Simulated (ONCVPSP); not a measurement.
# Tc: generating and testing an ONCV potential

Task: generate the file, and judge it by its errors in other configurations, its logarithmic derivatives, its ghosts and its cutoff.

Method: ONCVPSP 4.0.1, PBE, scalar-relativistic.

### 1 The atom and the settings

Typed settings, in words:

```json
{
  "element": "technetium (Tc, Z = 43)",
  "type": "optimised norm-conserving Vanderbilt (ONCV)",
  "frozen core": "[Ar] 3d10 4s2",
  "valence charge": "13",
  "reference configuration": "4p6 4d5 5s2",
  "partial waves": "5s: rc 2.00 bohr, ncon 3, nbas 6, qcut 2.8 1/bohr, 1 projector; 4p: rc 1.15 bohr, ncon 3, nbas 7, qcut 7.1 1/bohr, 2 projectors, debl 3.6 Ha; 4d: rc 1.75 bohr, ncon 3, nbas 8, qcut 9.7 1/bohr, 2 projectors, debl 1.6 Ha",
  "local potential": "polynomial inside 0.95 bohr (lpopt 4, dvloc0 3 Ha)",
  "core correction": "Teter function, fcfact 5.25, rcfact 1.05"
}
```

The outer shells as boxes (Hund's rule for the drawing; the calculation is spin-unpolarised):

```
[Ar] core
3d [↑↓][↑↓][↑↓][↑↓][↑↓]
4s [↑↓]
4p [↑↓][↑↓][↑↓]
4d [↑ ][↑ ][↑ ][↑ ][↑ ]
5s [↑↓]
```

The nodes and maxima of the atom's own shells, from an earlier all-electron run, set the scale for the radii.

All-electron outer shells of the reference configuration (PBE, scalar-relativistic, ld1.x):

```
shell  level (eV)  outermost node (bohr)  outermost maximum (bohr)
   4s      -73.38                   0.50                      0.95
   4p      -45.34                   0.51                      1.03
   4d       -6.66                   0.50                      1.27
   5s       -5.04                   1.28                      2.72
   5p       -1.40                   1.45                      3.67
```

### 2 Generation

Contents of Tc.dat:

```
# ATOM AND REFERENCE CONFIGURATION
# atsym  z   nc   nv     iexc    psfile
  Tc 43.00    7    3        4      upf
#
#   n    l    f
    1    0    2.00
    2    0    2.00
    2    1    6.00
    3    0    2.00
    3    1    6.00
    3    2   10.00
    4    0    2.00
    4    1    6.00
    4    2    5.00
    5    0    2.00
#
# PSEUDOPOTENTIAL AND OPTIMIZATION
# lmax
    2
#
#   l,   rc,      ep,       ncon, nbas, qcut
    0    2.00    0.00    3    6    2.80
    1    1.15    0.00    3    7    7.10
    2    1.75    0.00    3    8    9.70
#
# LOCAL POTENTIAL
# lloc, lpopt,  rc(5),   dvloc0
    4    4    0.95    3.00
#
# VANDERBILT-KLEINMAN-BYLANDER PROJECTORs
# l, nproj, debl
    0    1    2.40
    1    2    3.60
    2    2    1.60
#
# MODEL CORE CHARGE
# icmod, fcfact, rcfact
    3    5.25    1.05
#
# LOG DERIVATIVE ANALYSIS
# epsh1, epsh2, depsh
   -3.00    5.00    0.02
#
# OUTPUT GRID
# rlmax, drl
    6.00    0.01
#
# TEST CONFIGURATIONS
# ncnf
    4
# nvcnf
#   n    l    f
    3
    4    1    6.00
    4    2    5.00
    5    0    1.00
#
    3
    4    1    6.00
    4    2    5.00
    5    0    0.00
#
    3
    4    1    6.00
    4    2    4.00
    5    0    0.00
#
    3
    4    1    6.00
    4    2    5.00
    5    0    1.50
#
```

Command:

```bash
$ oncvpsp.x < Tc.dat > Tc.out
```

What does the calculation give? Wanted: cutoffs for 1 and 0.1 mHa per electron, occupied waves; bound ghosts; GHOST(+) flags; largest test error; largest phase difference near zero energy, channels read; rms error of d²Exc/dn², without and with the model core.

**Answer**, as computed:

```
                                                quantity                     value
  cutoffs for 1 and 0.1 mHa per electron, occupied waves          43 Ha and 127 Ha
                                            bound ghosts           s at -138.76 eV
                                          GHOST(+) flags        none at low energy
                            largest test error (AE − PS)  +48 meV, for 4p6 4d4 5s0
largest phase difference near zero energy, channels read                 0.152 rad
 rms error of d²Exc/dn², without and with the model core         3.15 and 2.46 mHa
```

What this shows: A bound ghost (s) makes it unfit for use: electrons can fall into a state that the atom doesn't have. By total energies transferability is fair: the largest error is 48 meV on 51.7 eV, for 4p6 4d4 5s0. That test lies far up in energy; among those under 40 eV, nearer to bonding, the largest error is 21 meV. It counts as hard, with 43 Ha needed at the looser tolerance. The tighter tolerance needs 127 Ha, and converged work needs a cutoff nearer that. At the looser tolerance the 4p wave is the slowest; 4d needs 23 Ha. Of the channels read, s scatters worst near zero energy, by up to 0.15 rad. These are tests on the free atom; a crystal test is still owed.
